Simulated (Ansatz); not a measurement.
# C₅H₁₀Br₂: small, medium and large basis sets

One table from this session's results is given with a row withheld; the runs are named, their logs left out.

Program: Ansatz 0.2.0, Gaussian basis. Level of theory: one geometry, several basis sets. These are calculated values, not measurements.

Levels to be run: PBE0-D4/def2-SVP; ωB97M-V/def2-SVP; PBE0-D4/def2-QZVPP; ωB97M-V/def2-QZVPP; the functionals' def2-TZVPP values are taken from earlier runs.

### The relaxed structure

The geometry comes from an earlier relaxation with PBE0-D4 in a triple-zeta def2 set; it is a stationary point, not always the lowest conformer.

SMILES `CC(Br)C(C)(C)Br`, 17 atoms, charge 0, spin multiplicity 1.

Atoms are counted from 1 here; the program's logs count them from 0.

Bond lengths: C1–C2 1.510 Å, C1–H8 1.090 Å, C1–H9 1.090 Å, C1–H10 1.092 Å, C2–Br3 1.979 Å, C2–C4 1.530 Å, C2–H11 1.089 Å, C4–C5 1.515 Å, C4–C6 1.512 Å, C4–Br7 1.999 Å, C5–H12 1.092 Å, C5–H13 1.091 Å, C5–H14 1.090 Å, C6–H15 1.090 Å, C6–H16 1.089 Å, C6–H17 1.094 Å. Angles: C2–C1–H8 110.0°, C2–C1–H9 111.5°, C2–C1–H10 109.9°, H8–C1–H9 108.0°, H8–C1–H10 108.6°, H9–C1–H10 108.9°, C1–C2–Br3 107.3°, C1–C2–C4 116.8°, C1–C2–H11 111.1°, Br3–C2–C4 109.2°, Br3–C2–H11 103.0°, C4–C2–H11 108.5°, C2–C4–C5 112.8°, C2–C4–C6 114.2°, C2–C4–Br7 104.2°, C5–C4–C6 111.9°, C5–C4–Br7 105.6°, C6–C4–Br7 107.4° and more.

The first run:

Input file in.yaml:

```yaml
crystal:
  periodic: [false, false, false]
  atoms:
    - {symbol: C, position_ang: [-1.714208, -0.242627, 1.141980]}
    - {symbol: C, position_ang: [-0.210884, -0.267162, 1.004333]}
    - {symbol: Br, position_ang: [0.499514, 1.275700, 2.020598]}
    - {symbol: C, position_ang: [0.352245, -0.235398, -0.417824]}
    - {symbol: C, position_ang: [1.866423, -0.262161, -0.449897]}
    - {symbol: C, position_ang: [-0.210968, 0.870580, -1.282259]}
    - {symbol: Br, position_ang: [-0.232161, -1.972729, -1.215348]}
    - {symbol: H, position_ang: [-1.992769, -0.323489, 2.192316]}
    - {symbol: H, position_ang: [-2.135423, 0.684226, 0.752174]}
    - {symbol: H, position_ang: [-2.150305, -1.084098, 0.600126]}
    - {symbol: H, position_ang: [0.216337, -1.122546, 1.525946]}
    - {symbol: H, position_ang: [2.256364, 0.691275, -0.088097]}
    - {symbol: H, position_ang: [2.263198, -1.059670, 0.180040]}
    - {symbol: H, position_ang: [2.217771, -0.418219, -1.469857]}
    - {symbol: H, position_ang: [0.219530, 0.821677, -2.282500]}
    - {symbol: H, position_ang: [-1.294553, 0.808771, -1.372745]}
    - {symbol: H, position_ang: [0.049867, 1.835868, -0.838986]}
basis:
  gaussian: {orbitals: def2-SVP}
hamiltonian: {xc: pbe0, dispersion: d4}
output: {orbitals: {seedname: orbitals}}
```

Launch:

```bash
> ansatz run in.yaml --threads 4 --pin off --events-out ev --progress --plain --max-ram 63488MiB --backend cpu
```

Steps of the session up to this table: PBE0-D4 in def2-SVP; ωB97M-V in def2-SVP; PBE0-D4 in def2-QZVPP; ωB97M-V in def2-QZVPP.

One of the session's tables, all rows but one given; the rest of the session is left out.

It belongs to the step «Functionals by basis». 

```
functional       basis  HOMO (eV)
   PBE0-D4    def2-SVP          ?
   PBE0-D4  def2-TZVPP      -7.83
   PBE0-D4  def2-QZVPP      -7.84
   ωB97M-V    def2-SVP      -9.93
   ωB97M-V  def2-TZVPP     -10.07
   ωB97M-V  def2-QZVPP     -10.08
```

Estimate the missing values for PBE0-D4, def2-SVP.

As computed: HOMO (eV): -7.71. In the column «HOMO (eV)» it is the highest.
